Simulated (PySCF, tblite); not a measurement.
# C₅H₁₀BrFGe: geometry, infrared bands and NMR shifts

Wanted: the infrared bands and NMR shifts of C₅H₁₀BrFGe (`F[C@@H](Br)[GeH]1[CH2]CC[CH2]1`), by calculation.

The runs use tblite 0.8.0 and PySCF 2.14.0, with density-fitted response routines of our own; the level of theory stands in each step. All values are computed, except where a source is named. Atoms count from 0, in the outputs and in this text.

**1. The molecule as given**

18 atoms, charge 0, multiplicity 1; geometry from: force field or distance geometry start.

Bonds of the start (Å): F0–C1 1.37, C1–Br2 1.95, C1–Ge3 1.94, Ge3–C4 1.91, C4–C5 1.53, C5–C6 1.54, C6–C7 1.53, C7–Ge3 1.93, C1–H8 1.10, Ge3–H9 1.55, C4–H10 1.12, C4–H11 1.11, C5–H12 1.11, C5–H13 1.11, C6–H14 1.12, C6–H15 1.11, C7–H16 1.11, C7–H17 1.12.

**2. Optimising the geometry with GFN2-xTB**

The job: settings as JSON, then the geometry in Å.

```
{"job": {"kind": "relax", "xc": "GFN2-xTB", "basis": "xTB"}, "charge": 0, "multiplicity": 1}
F      1.933900     1.779700     0.482000
C      2.394800     0.571600     0.018600
Br     3.581900    -0.208000     1.360300
Ge     0.904600    -0.627600    -0.300000
C     -0.410200     0.185800    -1.429000
C     -1.732600     0.085400    -0.673000
C     -1.458600     0.210600     0.834400
C     -0.279000    -0.686000     1.227200
H      2.964600     0.715300    -0.916000
H      1.324100    -2.049600    -0.760700
H     -0.473000    -0.341100    -2.413500
H     -0.142500     1.249800    -1.593500
H     -2.200600    -0.900500    -0.865900
H     -2.424700     0.880300    -1.005800
H     -2.368900    -0.065600     1.417900
H     -1.208400     1.265100     1.089300
H      0.220300    -0.318600     2.143900
H     -0.634600    -1.740300     1.372100
```

The run is started by

```sh
$ OMP_NUM_THREADS=1 python probes_run.py task.json out
```

One launch serves the whole session: the jobs run in the order shown.

**Question.** This job is followed by: GFN2-xTB harmonic vibrations, gas phase; GIAO PBE0/pcSseg-1 NMR shielding, non-relativistic, gas phase. Predict these results of the whole session: strongest single infrared mode (GFN2-xTB); zero-point energy (GFN2-xTB); ¹³C shifts against TMS (PBE0/pcSseg-1); ¹H shifts against TMS (PBE0/pcSseg-1); ¹⁹F shifts against CFCl3 (PBE0/pcSseg-1); ⁷⁹Br shifts against HBr (PBE0/pcSseg-1); ⁷³Ge shifts against GeMe4 (PBE0/pcSseg-1); surface potential, 1st and 99th percentile.

**Answer**, as computed:

| quantity | value |
| --- | --- |
| strongest single infrared mode (GFN2-xTB) | 1896 cm⁻¹, 359 km/mol |
| zero-point energy (GFN2-xTB) | 85.0 kcal/mol |
| ¹³C shifts against TMS (PBE0/pcSseg-1) | 110.6, 32.8, 32.0, 15.1, 15.1 ppm |
| ¹H shifts against TMS (PBE0/pcSseg-1) | 7.02, 4.89, 2.23, 2.14, 1.80, 1.33, 1.19, 1.01, 0.91, 0.91 ppm |
| ¹⁹F shifts against CFCl3 (PBE0/pcSseg-1) | -193.9 ppm |
| ⁷⁹Br shifts against HBr (PBE0/pcSseg-1) | 552 ppm |
| ⁷³Ge shifts against GeMe4 (PBE0/pcSseg-1) | -13 ppm |
| surface potential, 1st and 99th percentile | -0.84 V and 1.17 V |

The optimisation took 62 steps and gained 0.334 eV; among the close pairs (by a distance rule), C1–Ge3 changed most, from 1.939 to 2.022 Å. No mode is imaginary among the 48: a minimum at this level. The strongest single mode, at 1896 cm⁻¹, moves mainly H9. GFN2-xTB is a fitted tight-binding method: band positions and strengths are rough. Its intensities can rank the bands wrongly. C1 stands next to heavy halogen, whose spin-orbit shielding this run leaves out, so the computed shift lies too far downfield, most of all for carbon beside Br or I. The most deshielded carbon is C1 (sp3 CH bonded to Br and F and Ge), at 110.6 ppm: pulled downfield by the heteroatom. H8 (hydrogen on an sp3 CH bonded to Br and F and Ge) lies farthest downfield among hydrogen, at 7.02 ppm; its carbon carries Br and F, hence the downfield position. At PBE0/pcSseg-1: The widest tensor belongs to Br2: span 1579 ppm, with a paramagnetic part of -1053 ppm. Spin-orbit coupling is left out, which matters for shieldings and couplings at and beside the heavy atoms.
